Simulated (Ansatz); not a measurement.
# Sc-Li random alloys: few random alloy cells with their mixing energies in Python

A script is to give a few random alloy cells with their mixing energies; the system is Sc-Li random alloys.

All numbers are computed with Ansatz 0.2.0, driven from Python. Level of theory: DFT PBEsol, plane waves, PAW.

## 1. The structure

Sc Fm-3m: It takes space group Fm-3m (No. 225, cubic). Conventional cell: a = 4.640 Å, b = 4.640 Å, c = 4.640 Å, α = 90.00°, β = 90.00°, γ = 90.00°. Sc (site symmetry m-3m) is surrounded by 12 Sc at 3.28 Å.

Li Fm-3m: Symmetry: Fm-3m, No. 225, cubic system. Conventional cell: a = 4.420 Å, b = 4.420 Å, c = 4.420 Å, α = 90.00°, β = 90.00°, γ = 90.00°. Around Li (site symmetry m-3m) lie 12 Li at 3.13 Å.

Li3Sc5 R-3m: It takes space group R-3m (No. 166, trigonal). Conventional cell: a = 6.445 Å, b = 6.445 Å, c = 15.788 Å, α = 90.00°, β = 90.00°, γ = 120.00°. Li (site symmetry 2/m) has 8 Sc at 3.22 Å and 4 Li at 3.22 Å as nearest neighbours. Around Sc (site symmetry -3m) lie 6 Li at 3.22 Å and 6 Sc at 3.22 Å. Sc (site symmetry 2/m) has 4 Li at 3.22 Å and 8 Sc at 3.22 Å as nearest neighbours. Only part of the 4 independent sites is listed.

Li5Sc3 I4/mmm: It takes space group I4/mmm (No. 139, tetragonal). Conventional cell: a = 6.367 Å, b = 6.367 Å, c = 9.005 Å, α = 90.00°, β = 90.00°, γ = 90.00°. Sc (site symmetry mmm) is surrounded by 10 Li at 3.18 Å and 2 Sc at 3.18 Å. Around Li (site symmetry 2/m) lie 6 Sc at 3.18 Å and 6 Li at 3.18 Å. Li (site symmetry 4/mmm) has 8 Li at 3.18 Å and 4 Sc at 3.18 Å as nearest neighbours. Only part of the 4 independent sites is listed.

The script holds or builds the structure itself.

## 2. The script

sc.py

```python
from collections import Counter
import csv
import warnings

import ansatz as az
import numpy as np


def fcc(first, a):
    return (
        az.Lattice.fcc(a)
        .space_group(225)
        .atom(first, [0, 0, 0])
        .primitive()
    )

A_FIRST, A_LAST = 4.64, 4.42


def compute(name, crystal):
    calc = (
        crystal.calculation()
        .functional(az.Functional.PBESOL)
        .basis(460)
        .kpoints(spacing=0.33)
        .occupations("fermi_dirac", width=0.1)
        .band_table()
    )
    calc = calc.relax(force_tolerance=0.02, fix_cell=["shape"])
    return calc.run()


def volume_per_atom(outcome):
    return abs(np.linalg.det(outcome.lattice.cell_ang)) / len(outcome.lattice.sites)


def counts(outcome):
    return Counter(site.symbol for site in outcome.lattice.sites)

warnings.simplefilter("ignore", az.DeckWarning)

phases = {"Sc": fcc("Sc", A_FIRST), "Li": fcc("Li", A_LAST)}
for k in [3, 5]:
    a = A_FIRST + (A_LAST - A_FIRST) * k / 8
    supercell = fcc("Sc", a).supercell(2).resolved()
    for seed in [48]:
        drawn = supercell.site_disorder().occupy("Sc", Sc=8 - k, Li=k).random(seed=seed)
        phases[f"Sc{8 - k}Li{k} seed {seed}"] = drawn.crystal

done = {name: compute(name, crystal) for name, crystal in phases.items()}

# mixing quantities against the straight line between the end members, both on this lattice
x = {name: counts(o)["Li"] / (counts(o)["Sc"] + counts(o)["Li"]) for name, o in done.items()}
first, last = min(x, key=x.get), max(x, key=x.get)
energy = {name: o.report["energy_sigma0_ev"] / len(o.lattice.sites) for name, o in done.items()}
volume = {name: volume_per_atom(o) for name, o in done.items()}
rows = []
for name in sorted(done, key=x.get):
    line = lambda table: (1 - x[name]) * table[first] + x[name] * table[last]
    rows.append((name, x[name], 1000 * (energy[name] - line(energy)), volume[name], 100 * (volume[name] / line(volume) - 1)))
with open("random_alloy.csv", "w", newline="") as handle:
    writer = csv.writer(handle)
    writer.writerow(["cell", "x(Li)", "E_mix (meV/atom)", "V (A^3/atom)", "excess V (%)"])
    writer.writerows([round(v, 4) if isinstance(v, float) else v for v in row] for row in rows)
print(open("random_alloy.csv").read())
```

## 3. Running it

On the command line:

```console
$ python sc.py
```

Without the output at hand: what should come out? Wanted: energy of Li3Sc5; energy of Li5Sc3.

The runs gave:

| quantity | value |
| --- | --- |
| runs compared | 4 |
| energy of Li3Sc5 (run 3) from the elements | 191 meV/atom |
| energy of Li5Sc3 (run 4) from the elements | 231 meV/atom |

**Reading.** No cell tried lies below the elements: the best, Li3Sc5, is 191 meV/atom above them. Temperature and entropy of mixing are left out. The dearest, run 3 (Li3Sc5 (8 atoms)), took some 19 times as long as run 2 (Li (1 atom)). In run 1, the volume shrank by 5.1 % over 2 moves, and the space group stayed Fm-3m. In run 4, over 2 moves the cell shrank by 7.9 % in volume, and the space group stayed I4/mmm. The run is spin-unpolarised. For the metals among these cells the mesh is coarse, so their volumes and pressures are rough. Atoms and volume are relaxed with the cell's shape held, which in cells of lower than cubic symmetry can hide stresses and shift volumes. Cells of eight mixed sites are far from the random limit, and both end members stand on the same lattice, which need not be their own. Differences under about 40 meV an atom lie within the error of mesh and functional. The cells are prototypes set up for this calculation and needn't exist.
